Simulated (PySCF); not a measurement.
# C2H5BO2: geometry, NMR shifts, spin-spin couplings, electronic excitations and core binding energies

What NMR shifts, spin-spin couplings, electronic excitations and core binding energies should C2H5BO2 (`B1OCCO1`) show?

Programs: PySCF 2.14.0, with density-fitted response routines of our own. Each step states its level of theory. These are calculated values for one molecule in the gas phase, unless marked as measured. Atoms count from 0, in the outputs and in this text.

## Step 1: The molecule as given

10 atoms, charge 0, multiplicity 1; geometry from: GFN2-xTB. The atoms were then displaced at random by about 0.03 Å, so the start is not that level's minimum.

Bonds of the start (Å): B0–O1 1.26, O1–C2 1.42, C2–C3 1.40, C3–O4 1.42, O4–B0 1.38, B0–H5 1.26, C2–H6 1.16, C2–H7 1.10, C3–H8 1.11, C3–H9 1.16.

## Step 2: Optimising the geometry at PBE0-D3(BJ)/def2-SVP

Job settings and geometry (Å):

```
{"job": {"xc": "PBE0", "basis": "def2-SVP", "d3": "d3bj", "grid": 1, "shake": 0.03, "kind": "geom"}, "charge": 0, "multiplicity": 1}
B      0.052950     1.404840    -0.181330
O      1.089370     0.705950    -0.331360
C      0.703900    -0.637840    -0.106500
C     -0.652150    -0.595630     0.219300
O     -1.120760     0.741630     0.097070
H     -0.029110     2.645750    -0.350020
H      1.385410    -1.005340     0.763040
H      1.046120    -1.204060    -0.986970
H     -1.344510    -1.161260    -0.434410
H     -0.988810    -0.961500     1.270540
```

Command:

```
$ OMP_NUM_THREADS=1 python probes_run.py task.json out
```

The driver reads the jobs from task.json and runs them one after another.

**Question.** This job is followed by: GIAO PBE0/pcSseg-1 NMR shielding, non-relativistic, gas phase; B3LYP/pcJ-1 indirect spin-spin coupling, non-relativistic, gas phase; TDDFT PBE0/def2-SVPD, vertical, gas phase, core orbitals frozen in the response; GIAO B3LYP/pcSseg-2 NMR shielding, non-relativistic, gas phase; delta-SCF UKS SCAN, pcX-2 on the ionised atom, pcseg-1 elsewhere, spin-free X2C. Predict these results of the whole session: point group; rotational constants (main isotopes); ¹³C shifts against TMS (PBE0/pcSseg-1, means over atoms taken as alike); ¹H shifts against TMS (PBE0/pcSseg-1, means over atoms taken as alike); ¹¹B shifts against BF3·OEt2 (PBE0/pcSseg-1); ¹⁷O shifts against H2O (PBE0/pcSseg-1, means over atoms taken as alike); largest coupling of the table (B3LYP/pcJ-1); lowest singlet (PBE0/def2-SVPD); brightest single state of those computed; lowest triplet; vertical ionisation energy (ΔSCF); B1s binding energies, SCAN/pcX-2; O1s binding energies, SCAN/pcX-2; C1s binding energies, SCAN/pcX-2; range of the shift of C2.

**Answer**, as computed:

| quantity | value |
| --- | --- |
| point group | C2v |
| rotational constants (main isotopes) | 8.50, 7.81, 4.29 GHz |
| ¹³C shifts against TMS (PBE0/pcSseg-1, means over atoms taken as alike) | 67.1 ppm |
| ¹H shifts against TMS (PBE0/pcSseg-1, means over atoms taken as alike) | 4.13, 4.10 ppm |
| ¹¹B shifts against BF3·OEt2 (PBE0/pcSseg-1) | 27.9 ppm |
| ¹⁷O shifts against H2O (PBE0/pcSseg-1, means over atoms taken as alike) | 137.6 ppm |
| largest coupling of the table (B3LYP/pcJ-1) | ¹J(B,H) B0–H5, 192.0 Hz |
| lowest singlet (PBE0/def2-SVPD) | 7.30 eV (170 nm), f = 0.000 |
| brightest single state of those computed | state 10, 9.34 eV, f = 0.043 |
| lowest triplet | 6.75 eV |
| vertical ionisation energy (ΔSCF) | 10.44 eV |
| B1s binding energies, SCAN/pcX-2 | B0 197.20 eV |
| O1s binding energies, SCAN/pcX-2 | O1 538.86 eV |
| C1s binding energies, SCAN/pcX-2 | C2 292.72 eV |
| range of the shift of C2 | 67.1 to 70.5 ppm |

What this shows: The start was shaken at random, so part of the energy gained undoes that. Relaxing lowered the energy by 0.934 eV in 5 steps; the close pair that moved most is C2–C3, from 1.395 to 1.544 Å. No frequency check was run at this level, so the end point may be a saddle. The most deshielded hydrogen is H6, H7, H8, H9 (mean) (hydrogen on an sp3 CH2 bonded to O), at 4.13 ppm: its carbon carries O, which withdraws density. At PBE0/pcSseg-1: The widest tensor belongs to O1, O4: span 225 ppm, with a paramagnetic part of -195 ppm. In the run at B3LYP/pcJ-1, the largest coupling of the table is B0–H5, 192.0 Hz, of which the Fermi-contact term gives 191.6 Hz. Couplings across rotatable bonds belong to this one conformer; where others are populated, the observed values are averages. The first singlet state (HOMO→LUMO 0.97) lies at 7.30 eV and is dark; of the 10 states computed, the strongest absorption comes from state 10 at 9.34 eV (the last computed, so partners may be missing). The lowest triplet lies 0.55 eV below the lowest singlet (triplets in Tamm-Dancoff, singlets in full TDDFT). The orbital energy would give 8.17 eV for ionisation, ΔSCF gives 10.44 eV. In ppm, C2 (with its like atoms) moves most: its shift spreads over 3.4 ppm, from 67.1 (PBE0/pcSseg-1) to 70.5 (B3LYP/pcSseg-2).
